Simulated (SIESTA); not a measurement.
The system is NbMoS3.

```
Mo Nb S
1.0
     6.26914    0.00000    0.00000
     0.00000    3.28209    0.00000
    -2.15647    0.00000    8.53183
Mo Nb S
2 2 6
Direct
  0.88702 0.25000 0.37639
  0.11298 0.75000 0.62361
  0.69103 0.25000 0.99364
  0.30897 0.75000 0.00636
  0.26835 0.25000 0.48586
  0.73165 0.75000 0.51414
  0.49307 0.25000 0.20229
  0.50693 0.75000 0.79771
  0.02928 0.25000 0.83585
  0.97072 0.75000 0.16415
```

The cell comes from a database or a generator and needn't be the stable form of this composition.

| Quantity | Value |
| --- | --- |
| Program | SIESTA 5.4.2 |
| Task | single point |
| Functional | PBEsol |
| Potentials or basis | PseudoDojo 0.4 standard (PBEsol files) |
| Basis | DZP (energy shift 0.003 Ry; two zetas on semicore shells) |
| Grid cutoff | 800 Ry |
| Energy shift | 0.003 Ry |
| k mesh | 5 × 8 × 3 |
| Occupations | fermi-dirac, width 0.05 eV |
| Spin | no spin polarisation |

On this cell: pressure -4.0 GPa; largest force 0.394 eV/Å; band gap on the k mesh none (metal or under the smearing width).

The same run follows on a disturbed copy (atoms moved at random, drawn with an rms of 0.05 Å):

```xyz
10
Lattice="6.2691 0.0000 0.0000 0.0000 3.2821 0.0000 -2.1565 0.0000 8.5318" Properties=species:S:1:pos:R:3 pbc="T T T"
Mo    4.7871    0.8082    3.1431
Mo   -0.6286    2.4575    5.3272
Nb    2.1742    0.8895    8.4795
Nb    1.9823    2.4651    0.0962
S     0.6367    0.8072    4.1777
S     3.4765    2.4702    4.3707
S     2.6590    0.8247    1.7026
S     1.4708    2.4337    6.8331
S    -1.6012    0.7912    7.2068
S     5.7438    2.4344    1.3870
```

**Question.** What does the disturbed cell give?

**Answer.** The energy (extrapolated to zero smearing) moves by +15.9 meV/atom; pressure -2.9 GPa; largest force 1.480 eV/Å; band gap on the k mesh none (metal or under the smearing width).

Forces on the atoms (eV/Å):
```
Mo  -0.524  0.148  0.390
Mo  -0.486 -0.125  0.544
Nb   0.880 -1.186  0.092
Nb  -1.025 -0.052 -0.690
S    0.276  0.078 -0.364
S    0.587 -0.192 -0.161
S    0.164  0.021  0.942
S   -0.058  0.762 -0.473
S    0.006  0.200 -0.412
S    0.179  0.342  0.132
```

Stress tensor (GPa, compression positive):
```
-3.20  0.05  0.71
 0.05 -2.45 -1.09
 0.71 -1.09 -3.07
```

Caveats: the basis of atomic orbitals isn't converged, which shifts pressures, moduli and gaps.
